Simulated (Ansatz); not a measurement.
# C2H2BClO: basis-set convergence

Aim: see how fast density functionals converge with the basis set for C2H2BClO.

Method: one geometry, several basis sets; program: Ansatz 0.2.0, Gaussian basis.

The runs, in order: PBE0-D4/def2-SVP; ωB97M-V/def2-SVP; PBE0-D4/def2-QZVPP; ωB97M-V/def2-QZVPP; the functionals' def2-TZVPP values are taken from earlier runs.

## 1. The relaxed structure

All runs share one geometry, relaxed beforehand with PBE0-D4/def2-TZVP.

7 atoms, charge 0, spin multiplicity 1.

Atoms are counted from 1 here; the program's logs count them from 0.

Bond lengths: Cl1–B2 1.743 Å, B2–C3 1.443 Å, B2–H6 1.199 Å, C3–C4 1.341 Å, C4–O5 1.253 Å, C4–H7 1.093 Å. Angles: Cl1–B2–C3 125.9°, Cl1–B2–H6 121.2°, C3–B2–H6 112.9°, B2–C3–C4 175.1°, C3–C4–O5 97.1°, C3–C4–H7 135.4°, O5–C4–H7 127.6°.

## 2. PBE0-D4 in def2-SVP

File in.yaml:

```yaml
crystal:
  periodic: [false, false, false]
  atoms:
    - {symbol: Cl, position_ang: [-2.106260, 0.563748, 1.468756]}
    - {symbol: B, position_ang: [-0.614277, -0.271652, 1.130471]}
    - {symbol: C, position_ang: [0.195073, -0.110885, -0.053550]}
    - {symbol: C, position_ang: [0.869131, 0.115131, -1.190546]}
    - {symbol: O, position_ang: [0.080945, 0.962080, -1.670944]}
    - {symbol: H, position_ang: [-0.157531, -1.065572, 1.903847]}
    - {symbol: H, position_ang: [1.794218, -0.260851, -1.633735]}
basis:
  gaussian: {orbitals: def2-SVP}
hamiltonian: {xc: pbe0, dispersion: d4}
output: {orbitals: {seedname: orbitals}}
```

Launch:

```
> ansatz run in.yaml --threads 2 --pin off --events-out ev --progress --plain --max-ram 4352MiB
```

The runs that follow: ωB97M-V in def2-SVP; PBE0-D4 in def2-QZVPP; ωB97M-V in def2-QZVPP.

Q: Predict the results of all the runs planned. Wanted: PBE0-D4: double and triple zeta above quadruple; ωB97M-V: double and triple zeta above quadruple.

As calculated:

| quantity | value |
| --- | --- |
| PBE0-D4: double and triple zeta above quadruple | 10.41, 0.63 eV |
| ωB97M-V: double and triple zeta above quadruple | 10.53, 0.59 eV |

In words: For PBE0-D4 the step from double to triple zeta gains 9.78 eV and the next only 0.63 eV. These are total energies; as a rule much of such shifts cancels in differences, which this series doesn't test.
